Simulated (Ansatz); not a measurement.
**CH7BFNOSi: one species, many methods**

One table from this session's results is given with a row withheld; the runs are named, their logs left out.

Computed with Ansatz 0.2.0, Gaussian basis. Level: functionals in def2-TZVPP, the program's frozen cores in correlated methods.

Levels to be run: PBE-D4, r2SCAN-D4, PBE0-D4, B3LYP-D4, ωB97X-V, ωB97M-V, B2PLYP; CCSD(T)/def2-TZVPP; MP2/def2-QZVPP; extrapolation to the limit.

**Structure used throughout**

The geometry comes from an earlier relaxation with PBE0-D4 in a triple-zeta def2 set; it is a stationary point, not always the lowest conformer.

SMILES `C[SiH2]OB(N)F`, 13 atoms, charge 0, spin multiplicity 1.

Atoms are counted from 1 here; the program's logs count them from 0.

Bond lengths: C1–Si2 1.856 Å, C1–H7 1.092 Å, C1–H8 1.092 Å, C1–H9 1.093 Å, Si2–O3 1.654 Å, Si2–H10 1.487 Å, Si2–H11 1.487 Å, O3–B4 1.359 Å, B4–N5 1.399 Å, B4–F6 1.346 Å, N5–H12 1.003 Å, N5–H13 1.003 Å. Angles: Si2–C1–H7 110.9°, Si2–C1–H8 110.9°, Si2–C1–H9 110.4°, H7–C1–H8 108.3°, H7–C1–H9 108.1°, H8–C1–H9 108.2°, C1–Si2–O3 107.5°, C1–Si2–H10 110.7°, C1–Si2–H11 110.7°, O3–Si2–H10 109.5°, O3–Si2–H11 109.5°, H10–Si2–H11 108.8°, Si2–O3–B4 132.6°, O3–B4–N5 121.7°, O3–B4–F6 119.6°, N5–B4–F6 118.8°, B4–N5–H12 122.5°, B4–N5–H13 122.2° and more.

The first run:

File in.yaml:

```yaml
crystal:
  periodic: [false, false, false]
  atoms:
    - {symbol: C, position_ang: [0.062716, -2.417811, 0.155775]}
    - {symbol: Si, position_ang: [0.670748, -0.746569, 0.687724]}
    - {symbol: O, position_ang: [-0.164856, 0.385922, -0.181102]}
    - {symbol: B, position_ang: [-0.130871, 1.744653, -0.195066]}
    - {symbol: N, position_ang: [-0.956650, 2.491567, -1.041589]}
    - {symbol: F, position_ang: [0.716120, 2.396016, 0.623415]}
    - {symbol: H, position_ang: [0.234229, -2.572593, -0.911908]}
    - {symbol: H, position_ang: [-1.007095, -2.522666, 0.350284]}
    - {symbol: H, position_ang: [0.587200, -3.205827, 0.702681]}
    - {symbol: H, position_ang: [0.430188, -0.536302, 2.140376]}
    - {symbol: H, position_ang: [2.126592, -0.605159, 0.417821]}
    - {symbol: H, position_ang: [-0.941652, 3.494338, -1.061698]}
    - {symbol: H, position_ang: [-1.606371, 2.059730, -1.671811]}
basis:
  gaussian: {orbitals: def2-TZVPP}
hamiltonian: {xc: pbe, dispersion: d4}
output: {forces: true, orbitals: {seedname: orbitals}}
```

Command:

```sh
$ ansatz run in.yaml --threads 2 --pin off --events-out ev --progress --plain --max-ram 22528MiB --backend cuda --devices 0, --max-vram 18GiB
```

Steps of the session up to this table: PBE-D4 (GGA); r2SCAN-D4 (meta-GGA); PBE0-D4 (hybrid); B3LYP-D4 (hybrid); ωB97X-V (range-separated); ωB97M-V (range-separated); B2PLYP (double hybrid); CCSD(T) in def2-TZVPP; MP2 in def2-QZVPP.

One table of the session follows, with a row left open; its other results are not shown here.

```
            method  atomisation energy (eV)
            PBE-D4                   54.675
         r2SCAN-D4                   54.083
           PBE0-D4                   53.807
          B3LYP-D4                   54.037
           ωB97X-V                   54.123
           ωB97M-V                   54.217
            B2PLYP                   53.550
     HF/def2-TZVPP                   40.379
    MP2/def2-TZVPP                   53.605
   CCSD/def2-TZVPP                   51.902
CCSD(T)/def2-TZVPP                   52.571
           MP2/CBS                   55.005
       CCSD(T)/CBS                        ?
```

Q: Estimate the row for CCSD(T)/CBS from the others.

As computed: atomisation energy (eV): 53.971. In the column «atomisation energy (eV)» it lies between PBE0-D4 (53.807) and B3LYP-D4 (54.037).

Caveats from the session: Free atoms (1 C, 1 Si, 1 O, 1 B, 1 N, 1 F, 7 H) were run apart at each level; the atomisation energy is their sum less the molecule, without zero-point or spin-orbit terms.
